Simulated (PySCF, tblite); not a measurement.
# GeH6O3Si, a small molecule taken as a stand-in for a surface group (oxygen-backed Ge): NMR shifts, core binding energies and electronic excitations

Wanted: the NMR shifts, core binding energies and electronic excitations for `[OH][Ge]([OH])([OH])[SiH3]`.

Programs: tblite 0.8.0 and PySCF 2.14.0. All values are calculated, for the isolated system unless a continuum is named. Atoms count from 0, parts from 1.

## 1. Starting point

11 atoms, charge 0, multiplicity 1; geometry: distance geometry start.

## 2. Relaxing the cluster with GFN2-xTB

The job: settings as JSON, then the geometry in Å.

```
{"job": {"kind": "relax", "xc": "GFN2-xTB", "basis": "xTB"}, "charge": 0, "multiplicity": 1}
O      1.077327     0.803657     0.132916
Ge    -0.418450     0.712008    -0.963327
O     -0.001161     1.300812    -2.651015
O     -1.758496     1.809159    -0.280319
Si    -1.168272    -1.465870    -1.056524
H      1.207932     1.495620     0.812834
H     -0.612109     1.456753    -3.399296
H     -1.876708     2.047850     0.678261
H     -0.526385    -2.134497    -2.121016
H     -2.576348    -1.472273    -1.248922
H     -0.887452    -2.134467     0.174256
```

Level: GFN2-xTB geometry optimisation, gas phase.

Command:

```
$ OMP_NUM_THREADS=1 python cluster_run.py task.json out
```

The driver reads the jobs from task.json and runs them one after another.

Standard output:

```text
step      E/eV     max force
  0    -516.74740    1.759
  1    -516.86630    0.833
  2    -516.94425    0.939
  3    -516.99771    0.564
  4    -517.02429    0.757
  5    -517.08382    0.840
  6    -517.12632    0.576
  7    -517.15156    0.415
  8    -517.15927    0.328
  9    -517.16826    0.247
 10    -517.17846    0.324
 11    -517.18748    0.290
 12    -517.19340    0.271
 13    -517.20043    0.264
 14    -517.20964    0.345
 15    -517.22076    0.502
 16    -517.23148    0.440
 17    -517.23840    0.190
 18    -517.24015    0.259
 19    -517.24271    0.228
 20    -517.24622    0.172
 21    -517.25957    0.295
 22    -517.26432    0.177
 23    -517.26981    0.212
 24    -517.27421    0.154
 25    -517.27915    0.194
 26    -517.28804    0.199
 27    -517.29296    0.230
 28    -517.29512    0.257
 29    -517.29691    0.393
 30    -517.29980    0.130
 31    -517.30227    0.102
 32    -517.30765    0.150
 33    -517.31202    0.179
 34    -517.31502    0.234
 35    -517.31687    0.084
 36    -517.31738    0.074
 37    -517.31782    0.066
 38    -517.31847    0.093
 39    -517.31942    0.093
 40    -517.32046    0.071
 41    -517.32113    0.067
 42    -517.32148    0.057
 43    -517.32180    0.056
 44    -517.32224    0.072
 45    -517.32269    0.080
 46    -517.32300    0.056
 47    -517.32314    0.036
 48    -517.32326    0.034
 49    -517.32342    0.043
 50    -517.32363    0.059
 51    -517.32387    0.051
 52    -517.32404    0.022
 53    -517.32413    0.017
 54    -517.32417    0.017
 55    -517.32421    0.022
 56    -517.32426    0.029
 57    -517.32435    0.042
 58    -517.32448    0.040
 59    -517.32461    0.039
 60    -517.32468    0.014
 61    -517.32471    0.013
 62    -517.32472    0.014
 63    -517.32474    0.016
 64    -517.32481    0.017
 65    -517.32486    0.016
 66    -517.32489    0.010
 67    -517.32490    0.005
```

It took 1 s on 1 thread of Intel Xeon 6975P-C, shared host.

The steps of the relaxation: (not every step is listed)

| step | energy from step 0 (eV) | largest force (eV/Å) |
| --- | --- | --- |
| 0 | 0.0000 | 1.7589 |
| 2 | -0.1969 | 0.9389 |
| 4 | -0.2769 | 0.7571 |
| 6 | -0.3789 | 0.5755 |
| 8 | -0.4119 | 0.3277 |
| 10 | -0.4311 | 0.3243 |
| 12 | -0.4460 | 0.2713 |
| 14 | -0.4622 | 0.3453 |
| 16 | -0.4841 | 0.4395 |
| 20 | -0.4988 | 0.1712 |
| 24 | -0.5268 | 0.1543 |
| 28 | -0.5477 | 0.2568 |
| 32 | -0.5602 | 0.1503 |
| 36 | -0.5700 | 0.0747 |
| 40 | -0.5731 | 0.0706 |
| 44 | -0.5748 | 0.0712 |
| 48 | -0.5759 | 0.0339 |
| 52 | -0.5766 | 0.0217 |
| 56 | -0.5769 | 0.0287 |
| 58 | -0.5771 | 0.0397 |
| 60 | -0.5773 | 0.0139 |
| 62 | -0.5773 | 0.0139 |
| 64 | -0.5774 | 0.0170 |
| 66 | -0.5775 | 0.0097 |
| 67 | -0.5775 | 0.0052 |

Close pairs (by a distance rule), those that changed most:

| bond | before (Å) | after (Å) | change (Å) |
| --- | --- | --- | --- |
| O0–Ge1 | 1.857 | 1.768 | -0.089 |
| Ge1–O3 | 1.862 | 1.786 | -0.076 |
| Ge1–O2 | 1.836 | 1.764 | -0.072 |
| Si4–H8 | 1.411 | 1.461 | +0.050 |
| Ge1–Si4 | 2.305 | 2.351 | +0.045 |
| Si4–H9 | 1.421 | 1.465 | +0.044 |
| O3–H7 | 0.995 | 0.953 | -0.041 |
| Si4–H10 | 1.429 | 1.461 | +0.033 |

## 3. Optimising the geometry at PBE0-D3(BJ)/def2-SVP

The job: settings as JSON, then the geometry in Å.

```
{"job": {"xc": "PBE0", "basis": "def2-SVP", "d3": "d3bj", "grid": 2, "kind": "geom", "shake": 0.01}, "charge": 0, "multiplicity": 1}
O      1.513261     0.575419     1.169155
Ge     0.175177     0.452697    -0.013541
O      0.797480     1.143551    -1.513750
O     -1.024013     1.668273     0.427549
Si    -0.512934    -1.794532    -0.108093
H      2.151074     1.261275     0.952454
H      0.215527     1.729402    -1.945708
H     -1.290357     1.688946     1.346372
H      0.179610    -2.466722    -1.168394
H     -1.958090    -1.848896    -0.321164
H     -0.214047    -2.437913     1.185420
```

Standard output:

```text
step   0  E = -2594.69691926  max force = 0.026695
step   1  E = -2594.70114039  max force = 0.012001
step   2  E = -2594.70154605  max force = 0.001751
step   3  E = -2594.70164574  max force = 0.001364
step   4  E = -2594.70178048  max force = 0.002110
step   5  E = -2594.70189974  max force = 0.002699
step   6  E = -2594.70204582  max force = 0.002361
step   7  E = -2594.70213901  max force = 0.000972
step   8  E = -2594.70222509  max force = 0.000968
step   9  E = -2594.70228712  max force = 0.001407
step  10  E = -2594.70235055  max force = 0.001278
step  11  E = -2594.70239212  max force = 0.000532
step  12  E = -2594.70242300  max force = 0.000524
step  13  E = -2594.70245054  max force = 0.000831
step  14  E = -2594.70248265  max force = 0.000828
step  15  E = -2594.70250802  max force = 0.000501
step  16  E = -2594.70252107  max force = 0.000255
optimisation converged
```

Run time: 1.8 min. Hardware: 1 thread of Intel Xeon 6975P-C, shared host; peak memory 0.64 GiB.

Relaxation path:

| step | energy from step 0 (eV) | largest force component (eV/Å) |
| --- | --- | --- |
| 0 | 0.0000 | 1.3727 |
| 1 | -0.1149 | 0.6171 |
| 2 | -0.1259 | 0.0900 |
| 3 | -0.1286 | 0.0701 |
| 4 | -0.1323 | 0.1085 |
| 5 | -0.1355 | 0.1388 |
| 6 | -0.1395 | 0.1214 |
| 7 | -0.1420 | 0.0500 |
| 8 | -0.1444 | 0.0498 |
| 9 | -0.1461 | 0.0724 |
| 10 | -0.1478 | 0.0657 |
| 11 | -0.1489 | 0.0274 |
| 12 | -0.1498 | 0.0269 |
| 13 | -0.1505 | 0.0427 |
| 14 | -0.1514 | 0.0426 |
| 15 | -0.1521 | 0.0258 |
| 16 | -0.1524 | 0.0131 |

Close pairs (by a distance rule), those that changed most:

| bond | before (Å) | after (Å) | change (Å) |
| --- | --- | --- | --- |
| Si4–H8 | 1.434 | 1.491 | +0.057 |
| O2–H6 | 0.932 | 0.965 | +0.033 |
| Si4–H9 | 1.462 | 1.492 | +0.030 |
| Ge1–Si4 | 2.352 | 2.374 | +0.022 |
| Ge1–O3 | 1.764 | 1.781 | +0.018 |
| Si4–H10 | 1.475 | 1.493 | +0.018 |
| O0–Ge1 | 1.790 | 1.775 | -0.015 |
| Ge1–O2 | 1.765 | 1.772 | +0.007 |

The next job starts from the end point, and lists it.

| at the end point | value |
| --- | --- |
| point group (found at 0.08 Å tolerance) | C1 |
| rotational constants (GHz, main isotopes) | 3.441, 1.881, 1.830 |
| dipole moment (D) | 1.25 |

## 4. Shielding tensors: PBE0/pcSseg-2

The job: settings as JSON, then the geometry in Å.

```
{"job": {"kind": "nmr", "xc": "PBE0", "basis": "pcSseg-2"}, "charge": 0, "multiplicity": 1}
O      1.643694     0.518232     0.986058
Ge     0.199366     0.436047    -0.042053
O      0.586832     1.067810    -1.651114
O     -1.000640     1.620580     0.532236
Si    -0.527077    -1.823828    -0.072494
H      2.199857     1.273081     0.757796
H      0.121737     1.901551    -1.794611
H     -1.032801     1.688327     1.492715
H      0.545922    -2.680309    -0.653998
H     -1.765480    -1.919172    -0.899075
H     -0.823449    -2.253803     1.326083
```

With the program's defaults for keys left out, this is: GIAO PBE0/pcSseg-2 NMR shielding, non-relativistic, gas phase.

Standard output:

```text
coarse grid: 44200 points
cycle   1  E = -2595.0815007905  dE = -2.738e-01  |g| = 1.613e+00  |ddm| = 2.416e+00
cycle   2  E = -2594.4964908090  dE =  5.850e-01  |g| = 2.459e+00  |ddm| = 1.700e+00
cycle   3  E = -2595.3924983047  dE = -8.960e-01  |g| = 1.816e-01  |ddm| = 1.224e+00
cycle   4  E = -2595.3980790626  dE = -5.581e-03  |g| = 8.350e-02  |ddm| = 1.237e-01
cycle   5  E = -2595.3987515708  dE = -6.725e-04  |g| = 1.767e-02  |ddm| = 3.425e-02
cycle   6  E = -2595.3987903024  dE = -3.873e-05  |g| = 7.607e-03  |ddm| = 1.133e-02
cycle   7  E = -2595.3987995896  dE = -9.287e-06  |g| = 1.776e-03  |ddm| = 4.108e-03
final grid: 90824 points
cycle   8  E = -2595.3988188759  dE =  5.993e-07  |g| = 2.722e-03  |ddm| = 2.839e-03
cycle   9  E = -2595.3988163574  dE =  2.518e-06  |g| = 4.678e-03  |ddm| = 3.500e-03
cycle  10  E = -2595.3988201462  dE = -3.789e-06  |g| = 3.182e-04  |ddm| = 2.182e-03
cycle  11  E = -2595.3988201623  dE = -1.609e-08  |g| = 4.999e-05  |ddm| = 1.899e-04
cycle  12  E = -2595.3988201626  dE = -3.465e-10  |g| = 1.006e-05  |ddm| = 3.020e-05
converged SCF energy = -2595.3988201626

GIAO shielding tensors (ppm)
atom      isotropic    diamagn.    paramagn.     s11        s22        s33       span
  0 O      251.476     383.547    -132.070    205.790    239.502    309.137    103.346
  1 Ge    1290.742    2758.493   -1467.751   1256.302   1271.005   1344.920     88.618
  2 O      266.822     384.500    -117.679    229.724    254.980    315.762     86.038
  3 O      255.960     385.539    -129.580    218.719    245.973    303.188     84.469
  4 Si     451.485     878.643    -427.158    447.875    449.959    456.620      8.745
  5 H       29.931      31.452      -1.521     22.063     24.346     43.384     21.321
  6 H       29.992      31.607      -1.615     21.533     25.248     43.195     21.663
  7 H       30.142      32.246      -2.105     22.145     24.675     43.606     21.461
  8 H       27.475      27.747      -0.273     23.984     25.476     32.963      8.979
  9 H       27.616      27.934      -0.317     24.160     25.625     33.064      8.904
 10 H       27.577      28.075      -0.498     24.147     25.651     32.934      8.787
```

It took 38 s on 1 thread of Intel Xeon 6975P-C, shared host; peak memory 1.3 GiB.

Shifts follow as δ = σ(reference) − σ, with reference shieldings (ppm) from runs at the same level and on the same kind of geometry: 1H TMS 31.25, 29Si TMS 341.3, 17O H2O 328.2, 73Ge GeMe4 1337. The references are single molecules in the gas phase, so shifts against H2O, NH3, PH3, H3PO4 or CFCl3 are not on the usual liquid scales and can be off by tens of ppm.

| atoms | environment | σ (ppm) | δ (ppm) |
| --- | --- | --- | --- |
| H8 | hydrogen on a silicon bonded to Ge | 27.47 | 3.77 |
| H10 | hydrogen on a silicon bonded to Ge | 27.58 | 3.67 |
| H9 | hydrogen on a silicon bonded to Ge | 27.62 | 3.63 |
| H5 | hydrogen on an oxygen bonded to Ge | 29.93 | 1.31 |
| H6 | hydrogen on an oxygen bonded to Ge | 29.99 | 1.25 |
| H7 | hydrogen on an oxygen bonded to Ge | 30.14 | 1.10 |
| O0 | oxygen bonded to Ge, H | 251.5 | 76.7 |
| O3 | oxygen bonded to Ge, H | 256.0 | 72.2 |
| O2 | oxygen bonded to Ge, H | 266.8 | 61.3 |
| Ge1 | germanium bonded to 3 O, Si | 1291 | 47 |
| Si4 | silicon bonded to Ge, 3 H | 451.5 | -110.2 |

The run also stored atomic charges by several schemes (e):

| atoms | Mulliken | IAO | Hirshfeld | ESP fit |
| --- | --- | --- | --- | --- |
| O0 | -0.51 | -0.79 | -0.34 | -0.72 |
| Ge1 | 0.71 | 1.24 | 0.49 | 0.89 |
| O2 | -0.51 | -0.79 | -0.34 | -0.72 |
| O3 | -0.51 | -0.79 | -0.34 | -0.74 |
| Si4 | 0.49 | 0.28 | 0.24 | 0.13 |

Mayer bond orders: O0–Ge1 1.00, Ge1–O2 1.00, Ge1–O3 0.96, Ge1–Si4 0.90.

## 5. Core holes by ΔSCF: SCAN, X2C

Settings changed since step 4:

```diff
@@ -1,2 +1,2 @@
-{"job": {"kind": "nmr", "xc": "PBE0", "basis": "pcSseg-2"}, "charge": 0, "multiplicity": 1}
+{"job": {"kind": "xps", "holes": 5}, "charge": 0, "multiplicity": 1}
 O      1.643694     0.518232     0.986058
```

Level: delta-SCF UKS SCAN, pcX-2 on the ionised atom, pcseg-1 elsewhere, spin-free X2C.

Standard output:

```text
ground state, core basis on atom 0 (O), 148 functions
  cycle   1  E = -2613.13343754  |g| = 1.23e+00
  cycle   2  E = -2612.24909472  |g| = 2.41e+00
  cycle   3  E = -2613.40353813  |g| = 1.54e-01
  cycle   4  E = -2613.40674210  |g| = 1.24e-01
  cycle   5  E = -2613.40934780  |g| = 4.18e-02
  cycle   6  E = -2613.40971036  |g| = 5.57e-03
  cycle   7  E = -2613.40971705  |g| = 2.26e-03
  cycle   8  E = -2613.40971923  |g| = 1.49e-03
  cycle   9  E = -2613.40971920  |g| = 1.16e-04
  E(ground) = -2613.57854213 Eh
hole in O 1s of atom 0
  cycle   1  E = -2592.80917459  |g| = 2.22e+00
  cycle   2  E = -2592.17246359  |g| = 2.29e+00
  cycle   3  E = -2593.48993138  |g| = 6.24e-01
  cycle   4  E = -2593.51317148  |g| = 5.59e-01
  cycle   5  E = -2593.63569496  |g| = 7.18e-02
  cycle   6  E = -2593.63744015  |g| = 3.37e-02
  cycle   7  E = -2593.63783892  |g| = 1.69e-02
  cycle   8  E = -2593.63795533  |g| = 3.01e-03
  cycle   9  E = -2593.63796224  |g| = 7.59e-04
  cycle  10  E = -2593.63796150  |g| = 3.12e-04
  E(ion) = -2593.80826608 Eh   <S^2> = 0.7630   hole on atom = 1.000   binding energy = 537.977 eV
ground state, core basis on atom 2 (O), 148 functions
  cycle   1  E = -2613.40793182  |g| = 1.22e-01
  cycle   2  E = -2613.40364274  |g| = 1.71e-01
  cycle   3  E = -2613.40874715  |g| = 4.83e-02
  cycle   4  E = -2613.40916870  |g| = 1.08e-02
  cycle   5  E = -2613.40919165  |g| = 2.54e-03
  cycle   6  E = -2613.40919252  |g| = 3.61e-04
  E(ground) = -2613.57891327 Eh
hole in O 1s of atom 2
  cycle   1  E = -2592.80835303  |g| = 2.22e+00
  cycle   2  E = -2592.22093622  |g| = 2.26e+00
  cycle   3  E = -2593.52453765  |g| = 5.50e-01
  cycle   4  E = -2593.54210301  |g| = 4.84e-01
  cycle   5  E = -2593.63293387  |g| = 7.18e-02
  cycle   6  E = -2593.63490488  |g| = 2.27e-02
  cycle   7  E = -2593.63509005  |g| = 1.57e-02
  cycle   8  E = -2593.63518616  |g| = 3.68e-03
  cycle   9  E = -2593.63519340  |g| = 7.99e-04
  cycle  10  E = -2593.63519348  |g| = 3.62e-04
  E(ion) = -2593.80643507 Eh   <S^2> = 0.7628   hole on atom = 1.000   binding energy = 538.037 eV
ground state, core basis on atom 3 (O), 148 functions
  cycle   1  E = -2613.40769547  |g| = 1.22e-01
  cycle   2  E = -2613.40343448  |g| = 1.71e-01
  cycle   3  E = -2613.40855656  |g| = 4.69e-02
  cycle   4  E = -2613.40894396  |g| = 1.11e-02
  cycle   5  E = -2613.40897057  |g| = 2.72e-03
  cycle   6  E = -2613.40896983  |g| = 7.07e-04
  cycle   7  E = -2613.40897044  |g| = 1.91e-04
  E(ground) = -2613.57859415 Eh
hole in O 1s of atom 3
  cycle   1  E = -2592.80454087  |g| = 2.22e+00
  cycle   2  E = -2592.10924173  |g| = 2.32e+00
  cycle   3  E = -2593.46422822  |g| = 6.63e-01
  cycle   4  E = -2593.49361445  |g| = 5.93e-01
  cycle   5  E = -2593.63007945  |g| = 9.97e-02
  cycle   6  E = -2593.63188606  |g| = 8.02e-02
  cycle   7  E = -2593.63439362  |g| = 1.20e-02
  cycle   8  E = -2593.63447277  |g| = 3.09e-03
  cycle   9  E = -2593.63447982  |g| = 7.71e-04
  cycle  10  E = -2593.63448014  |g| = 2.52e-04
  E(ion) = -2593.80644987 Eh   <S^2> = 0.7632   hole on atom = 1.000   binding energy = 538.027 eV
ground state, core basis on atom 4 (Si), 159 functions
  cycle   1  E = -2613.46637562  |g| = 2.93e-01
  cycle   2  E = -2613.46410411  |g| = 1.30e-01
  cycle   3  E = -2613.46017544  |g| = 1.89e-01
  cycle   4  E = -2613.46719028  |g| = 1.47e-02
  cycle   5  E = -2613.46721885  |g| = 6.94e-03
  cycle   6  E = -2613.46722742  |g| = 4.80e-04
  E(ground) = -2613.59854323 Eh
hole in Si 2p of atom 4
  cycle   1  E = -2609.18338926  |g| = 1.23e+00
  cycle   2  E = -2608.95596868  |g| = 1.17e+00
  cycle   3  E = -2609.40828735  |g| = 4.78e-01
  cycle   4  E = -2609.50667366  |g| = 1.46e-01
  cycle   5  E = -2609.51288351  |g| = 5.91e-02
  cycle   6  E = -2609.51418356  |g| = 3.64e-02
  cycle   7  E = -2609.51472157  |g| = 4.25e-03
  cycle   8  E = -2609.51473309  |g| = 1.50e-03
  cycle   9  E = -2609.51473185  |g| = 6.54e-04
  cycle  10  E = -2609.51473221  |g| = 3.65e-04
  E(ion) = -2609.65699591 Eh   <S^2> = 0.7529   hole on atom = 1.002   binding energy = 107.255 eV
  2p3/2 = 107.035 eV   2p1/2 = 107.658 eV
```

It took 19 s on 1 thread of Intel Xeon 6975P-C, shared host; peak memory 0.54 GiB.

Binding energies by hole, beside the orbital energy of the ground state; the difference holds orbital relaxation and, for a density functional, its self-interaction error:

| hole | stands for | environment | ΔSCF (eV; 2p as the shell's mean) | −ε (eV) | ⟨S²⟩ |
| --- | --- | --- | --- | --- | --- |
| O1s on O0 | O0 | oxygen bonded to Ge, H | 537.98 | 516.6 | 0.763 |
| O1s on O2 | O2 | oxygen bonded to Ge, H | 538.04 | 516.6 | 0.763 |
| O1s on O3 | O3 | oxygen bonded to Ge, H | 538.03 | 516.7 | 0.763 |
| Si2p on Si4 | Si4 | silicon bonded to Ge, 3 H | 107.24 | 96.6 | 0.753 |

With the spin-orbit splitting: Si4 2p3/2 107.04, 2p1/2 107.66 eV. The table gives each 2p level as the mean over the whole 2p shell (two parts 2p3/2, one part 2p1/2), which differs a little from the single hole in the log.

## 6. Ultraviolet spectrum: CAM-B3LYP/def2-SVPD

Settings changed since step 5:

```diff
@@ -1,2 +1,2 @@
-{"job": {"kind": "xps", "holes": 5}, "charge": 0, "multiplicity": 1}
+{"job": {"kind": "uv", "xc": "CAM-B3LYP", "basis": "def2-SVPD", "nstates": 6, "ntriplets": 2, "ip": true}, "charge": 0, "multiplicity": 1}
 O      1.643694     0.518232     0.986058
```

Method: TDDFT CAM-B3LYP/def2-SVPD, vertical, gas phase, core orbitals frozen in the response.

Standard output:

```text
coarse grid: 44200 points
cycle   1  E = -2595.1463218630  dE = -2.885e-01  |g| = 1.199e+00  |ddm| = 3.757e+00
cycle   2  E = -2594.9238116229  dE =  2.225e-01  |g| = 1.661e+00  |ddm| = 2.964e+00
cycle   3  E = -2595.4098741792  dE = -4.861e-01  |g| = 5.330e-02  |ddm| = 1.637e+00
cycle   4  E = -2595.4104596505  dE = -5.855e-04  |g| = 2.407e-02  |ddm| = 1.015e-01
cycle   5  E = -2595.4105358037  dE = -7.615e-05  |g| = 1.005e-02  |ddm| = 3.325e-02
cycle   6  E = -2595.4105514667  dE = -1.566e-05  |g| = 3.159e-03  |ddm| = 1.287e-02
cycle   7  E = -2595.4105533613  dE = -1.895e-06  |g| = 1.014e-03  |ddm| = 3.877e-03
final grid: 90824 points
cycle   8  E = -2595.4105539987  dE =  2.465e-08  |g| = 1.247e-03  |ddm| = 2.571e-03
cycle   9  E = -2595.4105537297  dE =  2.690e-07  |g| = 1.746e-03  |ddm| = 2.456e-03
cycle  10  E = -2595.4105542575  dE = -5.278e-07  |g| = 1.286e-04  |ddm| = 1.412e-03
cycle  11  E = -2595.4105542596  dE = -2.113e-09  |g| = 1.303e-05  |ddm| = 1.247e-04
cycle  12  E = -2595.4105542597  dE = -1.073e-10  |g| = 9.001e-06  |ddm| = 6.478e-05
converged SCF energy = -2595.4105542597

Static polarisability (au): isotropic 71.525, principal 66.020 66.419 82.136

Singlet excitations
state   eV       nm        f      main configurations
  1   7.0954    174.7   0.21280   H->L 0.76, H->L+1 0.12
  2   7.2496    171.0   0.06686   H->L+1 0.51, H-1->L 0.23, H->L 0.15
  3   7.4750    165.9   0.03868   H->L+2 0.57, H-1->L 0.15
  4   7.7170    160.7   0.08106   H-1->L 0.39, H->L+1 0.20, H->L+2 0.20
  5   7.9043    156.9   0.06513   H-2->L 0.48, H-1->L+2 0.15, H->L+2 0.12
  6   8.0768    153.5   0.05140   H-1->L+1 0.53, H->L+3 0.12

Triplet excitations (Tamm-Dancoff, eV): 6.3960 6.5836
Vertical ionisation energy (delta-SCF) = 10.5256 eV
```

Wall time 1.8 min (1 thread of Intel Xeon 6975P-C, shared host); peak memory 0.98 GiB.

Frontier orbitals and where they lie:

| orbital | eV | atoms |
| --- | --- | --- |
| HOMO−3 | -11.50 | O0 38 %, O3 19 %, O2 18 % |
| HOMO−2 | -10.81 | O2 44 %, O0 29 %, O3 13 % |
| HOMO−1 | -10.52 | O3 41 %, O0 36 %, O2 13 % |
| HOMO | -9.71 | Si4 23 %, Ge1 18 %, O3 18 % |
| LUMO | 0.30 | Ge1 30 %, Si4 16 %, O3 13 % |
| LUMO+1 | 0.89 | Si4 28 %, Ge1 19 %, O3 12 % |
| LUMO+2 | 1.09 | Si4 28 %, Ge1 16 %, O0 15 % |

With each of the 6 states as a Gaussian band of 0.4 eV half-width at 1/e, the curve within the window shown has maxima at 172 nm (ε 12,000) L/(mol cm). Beyond the last state computed it falls off for lack of states. The curve at chosen wavelengths:

| nm | ε (L/mol/cm) |
| --- | --- |
| 148 | 2066 |
| 150 | 3376 |
| 151 | 4112 |
| 153 | 5602 |
| 155 | 6914 |
| 156 | 7448 |
| 158 | 8238 |
| 160 | 8740 |
| 161 | 8943 |
| 163 | 9392 |
| 165 | 10026 |
| 166 | 10424 |
| 168 | 11299 |
| 170 | 12068 |
| 172 | 12437 |
| 173 | 12398 |
| 175 | 11809 |
| 177 | 10589 |
| 178 | 9796 |
| 180 | 8004 |
| 182 | 6155 |
| 183 | 5280 |
| 185 | 3724 |
| 187 | 2489 |
| 188 | 1996 |
| 190 | 1237 |

Ground-state properties from the same run:

| property | computed |
| --- | --- |
| dipole moment (D) | 1.06 |
| polarisability (Å³) | 10.60 |
| HOMO–LUMO gap (eV) | 10.01 |
| −ε(HOMO) (eV) | 9.71 |

## 7. Summary of results

```
                                 quantity                                   value
                              point group                                      C1
     rotational constants (main isotopes)                    3.44, 1.88, 1.83 GHz
    1H shifts against TMS (PBE0/pcSseg-2)  3.77, 3.67, 3.63, 1.31, 1.25, 1.10 ppm
   17O shifts against H2O (PBE0/pcSseg-2)                    76.7, 72.2, 61.3 ppm
73Ge shifts against GeMe4 (PBE0/pcSseg-2)                                  47 ppm
  29Si shifts against TMS (PBE0/pcSseg-2)                              -110.2 ppm
         O1s binding energies, SCAN/pcX-2      O2 538.04, O3 538.03, O0 537.98 eV
        Si2p binding energies, SCAN/pcX-2                           Si4 107.24 eV
     lowest singlet (CAM-B3LYP/def2-SVPD)             7.10 eV (175 nm), f = 0.213
                           lowest triplet                                 6.40 eV
        vertical ionisation energy (ΔSCF)                                10.53 eV
```

What this shows: Relaxing lowered the energy by 0.152 eV in 16 steps; the close pair that moved most is Si4–H8, from 1.434 to 1.491 Å (PBE0/def2-SVP). No frequency check was run at this level, so the end point may be a saddle. At PBE0/pcSseg-2: The widest tensor belongs to O0: span 103 ppm, with a paramagnetic part of -132 ppm. The O1s levels computed lie within 0.06 eV of one another, too close to rank. The first singlet state (HOMO→LUMO 0.76, HOMO→LUMO+1 0.12) lies at 7.10 eV and is bright. The lowest triplet lies 0.70 eV below the lowest singlet (triplets in Tamm-Dancoff, singlets in full TDDFT). The orbital energy would give 9.71 eV for ionisation, ΔSCF gives 10.53 eV. Spin-orbit coupling is left out, which matters for shieldings and couplings at and beside the heavy atoms. A capped cluster stands for the solid here, so long-range fields and strain are missing, and bands or shifts of the capping hydrogens have no counterpart in it.
